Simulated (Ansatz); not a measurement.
# CH₄F₂Si: up Jacob's ladder to CCSD(T)

The task here is to estimate one member of a computed series from the others.

Computed with Ansatz 0.2.0, Gaussian basis. Level: functionals in def2-TZVPP, the program's frozen cores in correlated methods.

Plan: LDA (SPW92), PBE-D4, revPBE-D4, BLYP-D4, r2SCAN-D4, B97M-V, PBE0-D4, B3LYP-D4, r2SCANh-D4, r2SCAN0-D4, HSE06-D4, BHLYP-D4, CAM-B3LYP-D4, LC-ωPBE, ωB97X-V, ωB97M-V, B2PLYP, PBE-QIDH; CCSD(T)/def2-SVP; CCSD(T)/def2-TZVPP; MP2/def2-QZVPP; extrapolation to the limit; RPA on PBE.

### The relaxed structure

The geometry comes from an earlier relaxation with PBE0-D4 in a triple-zeta def2 set; it is a stationary point, not always the lowest conformer.

SMILES `C[SiH](F)F`, 8 atoms, charge 0, spin multiplicity 1.

Atoms are counted from 1 here; the program's logs count them from 0.

Bond lengths: C1–Si2 1.840 Å, C1–H5 1.092 Å, C1–H6 1.093 Å, C1–H7 1.093 Å, Si2–F3 1.591 Å, Si2–F4 1.591 Å, Si2–H8 1.477 Å. Angles: Si2–C1–H5 110.7°, Si2–C1–H6 110.6°, Si2–C1–H7 110.6°, H5–C1–H6 108.3°, H5–C1–H7 108.3°, H6–C1–H7 108.2°, C1–Si2–F3 109.8°, C1–Si2–F4 109.8°, C1–Si2–H8 114.8°, F3–Si2–F4 106.8°, F3–Si2–H8 107.6°, F4–Si2–H8 107.6°.

Set-up of the first run:

The input, in.yaml:

```yaml
crystal:
  periodic: [false, false, false]
  atoms:
    - {symbol: C, position_ang: [-0.387127, 0.881707, -0.174696]}
    - {symbol: Si, position_ang: [0.329275, -0.775158, 0.180617]}
    - {symbol: F, position_ang: [1.916347, -0.678265, 0.226665]}
    - {symbol: F, position_ang: [-0.035361, -1.783927, -0.994005]}
    - {symbol: H, position_ang: [-0.013383, 1.269012, -1.125407]}
    - {symbol: H, position_ang: [-0.122707, 1.590998, 0.613284]}
    - {symbol: H, position_ang: [-1.476818, 0.824375, -0.231365]}
    - {symbol: H, position_ang: [-0.118125, -1.385743, 1.449007]}
basis:
  gaussian: {orbitals: def2-TZVPP}
hamiltonian: {xc: lda}
output: {orbitals: {seedname: orbitals}}
```

Steps of the session up to this table: LDA; PBE-D4 (GGA); revPBE-D4 (GGA); BLYP-D4 (GGA); r2SCAN-D4 (meta-GGA); B97M-V (meta-GGA); PBE0-D4 (hybrid); B3LYP-D4 (hybrid); r2SCANh-D4 (hybrid); r2SCAN0-D4 (hybrid); HSE06-D4 (hybrid); BHLYP-D4 (hybrid); CAM-B3LYP-D4 (range-separated); LC-ωPBE-D4 (range-separated; the results give it without D4); ωB97X-V (range-separated); ωB97M-V (range-separated); B2PLYP (double hybrid); PBE-QIDH (double hybrid).

One of the session's tables, all rows but one given; the rest of the session is left out.

It belongs to the step «Orbital energies across the functionals». 

```
  functional  HOMO (eV)  LUMO (eV)  gap (eV)
 LDA (SPW92)      -8.00      -0.14      7.87
      PBE-D4      -7.91       0.14      8.05
   revPBE-D4      -7.86       0.27      8.13
     BLYP-D4      -7.84       0.24      8.08
   r2SCAN-D4      -8.27       0.65      8.91
      B97M-V      -8.35       0.43      8.78
     PBE0-D4      -9.37       1.05     10.42
    B3LYP-D4      -9.17       0.78      9.95
  r2SCANh-D4      -8.80       0.94      9.75
  r2SCAN0-D4      -9.61       1.37     10.98
    HSE06-D4      -8.97       0.67      9.64
    BHLYP-D4          ?          ?         ?
CAM-B3LYP-D4     -10.83       1.91     12.73
     LC-ωPBE     -12.16       3.17     15.34
     ωB97X-V     -11.82       3.00     14.81
     ωB97M-V     -11.64       2.54     14.18
```

Estimate the missing values for BHLYP-D4.

Worked estimate for «HOMO (eV)». Against the share of exact exchange, BLYP-D4 (0, -7.84), B3LYP-D4 (0.2, -9.17) give a slope of -6.65 per unit share; at 0.5 the line stands at -11.16.

The run gave: HOMO (eV): -10.78; LUMO (eV): 1.72; gap (eV): 12.51. In «HOMO (eV)» the line misses by -0.38.
